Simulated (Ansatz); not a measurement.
# C5H15AlSiTe: taking an electron away

One table from this session's results is given with a row withheld; the runs are named, their logs left out.

Program: Ansatz 0.2.0, Gaussian basis. Level of theory: unrestricted cation, the program's frozen cores in correlated methods. These are calculated values, not measurements.

The runs, in order: UKS PBE-D4/def2-TZVPP; UKS r2SCAN-D4/def2-TZVPP; UKS PBE0-D4/def2-TZVPP; UKS B3LYP-D4/def2-TZVPP; UKS wB97X-V/def2-TZVPP; UKS wB97M-V/def2-TZVPP; UKS B2PLYP (frozen core with filled d shells)/def2-TZVPP; UHF-CCSD(T) with filled d shells/def2-TZVPP; UHF-MP2 with filled d shells/def2-QZVPP; extrapolation to the limit; then −ε(HOMO) from the neutral's earlier runs with LDA (SPW92), PBE-D4, revPBE-D4, BLYP-D4, r2SCAN-D4, B97M-V, PBE0-D4, B3LYP-D4, r2SCANh-D4, r2SCAN0-D4, HSE06-D4, BHLYP-D4, CAM-B3LYP-D4, LC-ωPBE, ωB97X-V, ωB97M-V.

## Structure used throughout

All runs share one geometry, relaxed beforehand with PBE0-D4 in a triple-zeta def2 set. Te takes the def2 core potential; no spin-orbit term is included.

23 atoms, charge 0, spin multiplicity 1.

Atoms are counted from 1 here; the program's logs count them from 0.

Bond lengths: C1–Al2 1.952 Å, C1–H9 1.092 Å, C1–H10 1.096 Å, C1–H11 1.095 Å, Al2–C3 1.956 Å, Al2–Te4 2.529 Å, C3–H12 1.095 Å, C3–H13 1.091 Å, C3–H14 1.096 Å, Te4–Si5 2.517 Å, Si5–C6 1.872 Å, Si5–C7 1.871 Å, Si5–C8 1.872 Å, C6–H15 1.092 Å, C6–H16 1.095 Å, C6–H17 1.092 Å, C7–H18 1.095 Å, C7–H19 1.091 Å and more. Angles: Al2–C1–H9 112.9°, Al2–C1–H10 110.2°, Al2–C1–H11 111.0°, H9–C1–H10 107.6°, H9–C1–H11 108.2°, H10–C1–H11 106.6°, C1–Al2–C3 120.5°, C1–Al2–Te4 116.0°, C3–Al2–Te4 123.4°, Al2–C3–H12 110.3°, Al2–C3–H13 114.4°, Al2–C3–H14 109.7°, H12–C3–H13 108.1°, H12–C3–H14 106.7°, H13–C3–H14 107.3°, Al2–Te4–Si5 98.7°, Te4–Si5–C6 110.3°, Te4–Si5–C7 110.6° and more.

Set-up of the first run:

in.yaml

```yaml
crystal:
  periodic: [false, false, false]
  atoms:
    - {symbol: C, position_ang: [-1.269226, -3.973859, 0.294775]}
    - {symbol: Al, position_ang: [-0.914534, -2.055591, 0.214476]}
    - {symbol: C, position_ang: [-2.337739, -0.765502, 0.582691]}
    - {symbol: Te, position_ang: [1.443266, -1.389128, -0.411310]}
    - {symbol: Si, position_ang: [1.174335, 1.111222, -0.294181]}
    - {symbol: C, position_ang: [0.836313, 1.645704, 1.467488]}
    - {symbol: C, position_ang: [-0.192894, 1.680536, -1.437541]}
    - {symbol: C, position_ang: [2.815051, 1.808836, -0.864025]}
    - {symbol: H, position_ang: [-0.450540, -4.575299, -0.105678]}
    - {symbol: H, position_ang: [-1.432882, -4.285248, 1.332610]}
    - {symbol: H, position_ang: [-2.180874, -4.227466, -0.256191]}
    - {symbol: H, position_ang: [-3.028770, -1.166942, 1.330530]}
    - {symbol: H, position_ang: [-1.986486, 0.206766, 0.932117]}
    - {symbol: H, position_ang: [-2.923875, -0.591735, -0.327117]}
    - {symbol: H, position_ang: [-0.096596, 1.224374, 1.846605]}
    - {symbol: H, position_ang: [0.763675, 2.736747, 1.522831]}
    - {symbol: H, position_ang: [1.643748, 1.322460, 2.127950]}
    - {symbol: H, position_ang: [-0.260810, 2.773250, -1.425333]}
    - {symbol: H, position_ang: [-1.161818, 1.277575, -1.137631]}
    - {symbol: H, position_ang: [0.005309, 1.361496, -2.462970]}
    - {symbol: H, position_ang: [2.788569, 2.902706, -0.836371]}
    - {symbol: H, position_ang: [3.040236, 1.499832, -1.887100]}
    - {symbol: H, position_ang: [3.631340, 1.472566, -0.220924]}
basis:
  gaussian: {orbitals: def2-TZVPP}
total_charge: 1
magnetization: {spin_polarized: true, initial_magnetization: 1}
hamiltonian: {xc: pbe, dispersion: d4}
```

Among the steps run: Cation, UKS PBE-D4/def2-TZVPP; Cation, UKS r2SCAN-D4/def2-TZVPP; Cation, UKS PBE0-D4/def2-TZVPP; Cation, UKS B3LYP-D4/def2-TZVPP; Cation, UKS wB97X-V/def2-TZVPP; Cation, UKS wB97M-V/def2-TZVPP; Cation, UKS B2PLYP (frozen core with filled d shells)/def2-TZVPP; Cation, UHF-CCSD(T) with filled d shells/def2-TZVPP; Cation, UHF-MP2 with filled d shells/def2-QZVPP.

One table of the session follows, with a row left open; its other results are not shown here.

Orbital estimates, from the neutral's runs:

```
  functional  −ε(HOMO) (eV)
 LDA (SPW92)           5.42
      PBE-D4           5.28
   revPBE-D4           5.22
     BLYP-D4           5.09
   r2SCAN-D4           5.52
      B97M-V           5.50
     PBE0-D4              ?
    B3LYP-D4           6.02
  r2SCANh-D4           5.87
  r2SCAN0-D4           6.40
    HSE06-D4           5.85
    BHLYP-D4           7.04
CAM-B3LYP-D4           7.39
     LC-ωPBE           8.64
     ωB97X-V           8.37
     ωB97M-V           8.26
```

**Question.** Estimate the row for PBE0-D4.

The run gave: −ε(HOMO) (eV): 6.24. In the column «−ε(HOMO) (eV)» it lies between B3LYP-D4 (6.02) and r2SCAN0-D4 (6.40).
